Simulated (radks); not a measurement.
# The Coulomb parameter U of the 5d shell of W²⁺

An exercise on one series of results from a longer session: the logs are not shown, and one member is left open.

Program: radks (a radial shooting solver on a logarithmic mesh, Libxc functionals) version 1. Level of theory: Dirac Kohn-Sham, BLYP, spin-unpolarised, spherical densities, point nucleus; open shells are shared between the two j in proportion to 2j + 1. These are calculated values, not measurements, unless marked.

**Starting point**

* element: tungsten (Z = 74)
* charge: +2
* electrons: 72
* configuration: [Xe] 4f14 5d2 6p2

Outer shells as boxes (Hund's rule):

W²⁺
```
[Xe] core
4f [↑↓][↑↓][↑↓][↑↓][↑↓][↑↓][↑↓]
5d [↑ ][↑ ][  ][  ][  ]
6p [↑ ][↑ ][  ]
```

Set-up of the first run:

The run's settings:

```text
Z 74
configuration [Xe] 4f14 5d2 6p2
relativity Dirac
functional b88,lyp
spin unpolarised
j_filling average
nucleus point
c 137.035999084
```

Steps of the session up to this table: Start: [Xe] 4f14 5d2 6p2.

One table of the session follows, with a row left open; its other results are not shown here.

It belongs to the step «Start: [Xe] 4f14 5d2 6p2». Radial moments (bohr):

```
level     <r>  outermost maximum (interpolated)  90 % within  nodes
5p1/2       ?                                 ?            ?      ?
5p3/2   1.259                              1.11         1.83      3
4f5/2  0.6010                             0.426        0.995      0
4f7/2  0.6104                             0.431         1.01      0
5d3/2   1.713                              1.40         2.61      2
5d5/2   1.759                              1.44         2.68      2
6p1/2   3.079                              2.76         4.43      4
6p3/2   3.292                              2.96         4.73      4
```

Estimate the missing values for 5p1/2.

**Answer.** <r>: 1.162; outermost maximum (interpolated): 1.03; 90 % within: 1.69; nodes: 3. In the column «<r>» it lies between 4f7/2 (0.6104) and 5p3/2 (1.259).
